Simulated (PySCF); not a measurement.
# One shape, several levels: triplet TlI

We compute a comparison of 6 runs (U-wB97X/def2-TZVPP, UB2PLYP/def2-TZVPP, UB3LYP/def2-TZVPP, UBHLYP/def2-TZVPP, UTPSS/def2-TZVPP, USCS-MP2/def2-TZVPP) of triplet TlI. The job is set up through a Python script.

Program for the calculation: PySCF 2.14.0.

1 further run of the same task is left out (set aside as unsound or not needed).

## 1. The molecule

The species is TlI (2 atoms), meant as a triplet with charge 0. SMILES of the parent species: `[I][Tl]`. The coordinates come from a PBE0-D4/def2-TZVP relaxation. That shape belongs to the parent species and isn't relaxed for this state.

Bond lengths: I1–Tl2 2.841 Å.

## 2. The energy at U-wB97X/def2-TZVPP (core potential) (run 1)

run.py

```python
from pyscf import gto, dft

mol = gto.M(
    atom='''
I      0.000000     0.000000    -0.008400
Tl     0.000000     0.000000     2.832460
''',
    basis='def2-tzvpp',
    ecp={'I': 'def2-svp', 'Tl': 'def2-svp'},
    spin=2,
    verbose=4,
    max_memory=1860,
)

calc0 = dft.UKS(mol, xc='wb97x')
calc0.grids.level = 5
calc0.conv_tol = 1e-10
calc0.kernel()
if not calc0.converged:
    calc0 = calc0.newton().run(calc0.mo_coeff, calc0.mo_occ)

e_final = calc0.e_tot
print(f'total energy: {e_final:.8f} hartree')
```

On the command line:

```
$ OMP_NUM_THREADS=1 python run.py
```

The log of the run:

```text
PySCF version 2.14.0

[INPUT] num. atoms = 2
[INPUT] num. electrons = 46
[INPUT] charge = 0
[INPUT] spin (= nelec alpha-beta = 2S) = 2
[INPUT] symmetry False subgroup None
[INPUT] Mole.unit = angstrom
[INPUT] Symbol           X                Y                Z      unit          X                Y                Z       unit  Magmom
[INPUT]  1 I      0.000000000000   0.000000000000  -0.008400000000 AA    0.000000000000   0.000000000000  -0.015873699446 Bohr   0.0
[INPUT]  2 Tl     0.000000000000   0.000000000000   2.832460000000 AA    0.000000000000   0.000000000000   5.352573658786 Bohr   0.0

nuclear repulsion = 97.7936384520885
number of shells = 32
number of NR pGTOs = 186
number of NR cGTOs = 100
basis = def2-tzvpp
ecp = {'I': 'def2-svp', 'Tl': 'def2-svp'}

[... 31 lines left out ...]
[... the frontier-level lines of each cycle are left out ...]
[... 3 lines left out ...]
[... 5 lines left out ...]
[... 5 lines left out ...]
[... 54 lines left out ...]
converged SCF energy = -470.256066439239  <S^2> = 2.0101018  2S+1 = 3.006727
total energy: -470.25606644 hartree
```

It took 34 s on 1 thread of Arm Neoverse V2, shared host; peak memory 0.5 GiB.

## 3. The energy at UB2PLYP/def2-TZVPP (core potential) (run 2)

calc.py

```python
from pyscf import gto, dft, mp

mol = gto.Mole()
mol.atom = [
    ('I', (-0.000000, -0.000000, -0.008400)),
    ('Tl', (0.000000, 0.000000, 2.832460)),
]
mol.ecp = 'def2-svp'
mol.max_memory = 1860
mol.verbose = 3
mol.spin = 2
mol.basis = 'def2-tzvpp'
mol.build()

calc0 = dft.UKS(mol, xc='0.53*HF + 0.47*B88, 0.73*LYP')
calc0.grids.level = 5
calc0.conv_tol = 1e-10
calc0.kernel()
if not calc0.converged:
    calc0 = calc0.newton().run(calc0.mo_coeff, calc0.mo_occ)

pt = mp.MP2(calc0, frozen=8).run()
e_tot = calc0.e_tot + 0.27 * pt.e_corr
print('PT2 part  %.8f' % (0.27 * pt.e_corr))
print('Final energy', e_tot)
```

On the command line:

```
$ OMP_NUM_THREADS=1 python calc.py
```

The log of the run:

```text
WARN: HOMO -0.695778169615575 >= LUMO -1.13354226049835

WARN: HOMO 0.0546436229348005 >= LUMO -0.0235000439781932

WARN: HOMO -0.108265846650194 >= LUMO -0.185729350770523

WARN: HOMO -0.17388250989997 >= LUMO -0.234183861376517

WARN: HOMO -0.165370719148925 >= LUMO -0.169174952794759

WARN: HOMO -0.161094752010575 >= LUMO -0.16871211321258

WARN: HOMO -0.155587513594964 >= LUMO -0.166756966897846

WARN: HOMO -0.156110715395583 >= LUMO -0.163182197419116

WARN: HOMO -0.155704870758126 >= LUMO -0.162804197682689

WARN: HOMO -0.155422037377678 >= LUMO -0.162739156429314

WARN: HOMO -0.155242394405616 >= LUMO -0.162738947210364

WARN: HOMO -0.155167570405328 >= LUMO -0.16273459343

WARN: HOMO -0.15515787449745 >= LUMO -0.162733222784794

WARN: HOMO -0.155156735333372 >= LUMO -0.162731606752514

WARN: HOMO -0.155156580909208 >= LUMO -0.162732147464666

WARN: HOMO -0.15515671444757 >= LUMO -0.162731890493303

converged SCF energy = -469.529279767602  <S^2> = 2.0152466  2S+1 = 3.0101473
E(UMP2) = -470.492468746584  E_corr = -0.963188978982349
E(SCS-UMP2) = -470.379225486277  E_corr = -0.849945718675313
PT2 part  -0.26006102
Final energy -469.78934079192703
```

Run time: 20 s. Hardware: 1 thread of Arm Neoverse V2, shared host; peak memory 0.5 GiB.

Runs 3 to 5 aren't shown in full; the table further down has their settings and results.

## 4. A single-point energy at USCS-MP2/def2-TZVPP (core potential) (run 6)

calc.py

```python
from pyscf import gto, mp

mol = gto.Mole()
mol.atom = '''
I        0.000000       0.000000      -0.008400
Tl       0.000000       0.000000       2.832460
'''
mol.basis = 'def2-tzvpp'
mol.ecp = {'I': 'def2-svp', 'Tl': 'def2-svp'}
mol.charge = 0
mol.verbose = 3
mol.max_memory = 1860
mol.spin = 2
mol.build()

mf = mol.UHF()
mf.conv_tol = 1e-10
mf.kernel()
if not mf.converged:
    mf = mf.newton().run(mf.mo_coeff, mf.mo_occ)

pt = mp.MP2(mf, frozen=8).run()
energy = mf.e_tot + 1.2 * pt.e_corr_os + pt.e_corr_ss / 3
print('E(%s) = %.9f' % ('SCS-MP2', energy))
```

On the command line:

```
$ OMP_NUM_THREADS=1 python calc.py
```

The log of the run:

```text
WARN: HOMO -0.624406026419673 >= LUMO -1.12688961955987

converged SCF energy = -468.159019608189  <S^2> = 2.0479573  2S+1 = 3.031803
E(UMP2) = -468.984750579614  E_corr = -0.825730971425171
E(SCS-UMP2) = -468.885117467865  E_corr = -0.726097859676212
E(SCS-MP2) = -468.885117468
```

Wall time 4.8 s (1 thread of Arm Neoverse V2, shared host); peak memory 0.29 GiB.

## 5. Overview of the runs

| run | level | frozen core orbitals | integration grid | energy (Eh) | dipole moment (D) of the reference | HOMO energy (eV) | ⟨S²⟩ | wall time |
| --- | --- | --- | --- | --- | --- | --- | --- | --- |
| 1 | U-wB97X/def2-TZVPP (core potential) | – | 5 | -470.256066 | 0.22 | -5.25 | 2.010 | 34 s |
| 2 | UB2PLYP/def2-TZVPP (core potential) | 8 | 5 | -469.789341 | 0.42 | -4.22 | 2.015 | 20 s |
| 3 | UB3LYP/def2-TZVPP (core potential) | – | 5 | -470.343242 | 0.29 | -3.40 | 2.005 | 18 s |
| 4 | UBHLYP/def2-TZVPP (core potential) | – | 5 | -470.013164 | 0.44 | -4.22 | 2.012 | 19 s |
| 5 | UTPSS/def2-TZVPP (core potential) | – | 5 | -470.024693 | 0.43 | -2.88 | 2.004 | 35 s |
| 6 | USCS-MP2/def2-TZVPP (core potential) | 8 | – | -468.885117 | 0.70 | -5.59 | 2.048 | 4.8 s |

## 6. Summary of results

| quantity | value |
| --- | --- |
| run 6: total energy | -468.88512 Eh |
| run 6: dipole moment (Hartree–Fock density) | 0.70 D |
| run 6: HOMO energy (Hartree–Fock orbitals) (highest over α and β) | -5.59 eV |
| run 6: LUMO energy (Hartree–Fock orbitals) (lowest over α and β) | -2.04 eV |
| run 6: correlation energy (8 core orbitals frozen) | -726.1 mEh |
| run 6: ⟨S²⟩ of the reference determinant | 2.048 |

In words: Over runs 1, 2, 3, 4, 5 the dipole moment (its size) runs from 0.22 D (U-wB97X/def2-TZVPP) to 0.44 D (UBHLYP/def2-TZVPP). Totals of different functionals can't be ranked against each other. All runs together took 2.2 min, the longest 35 s.
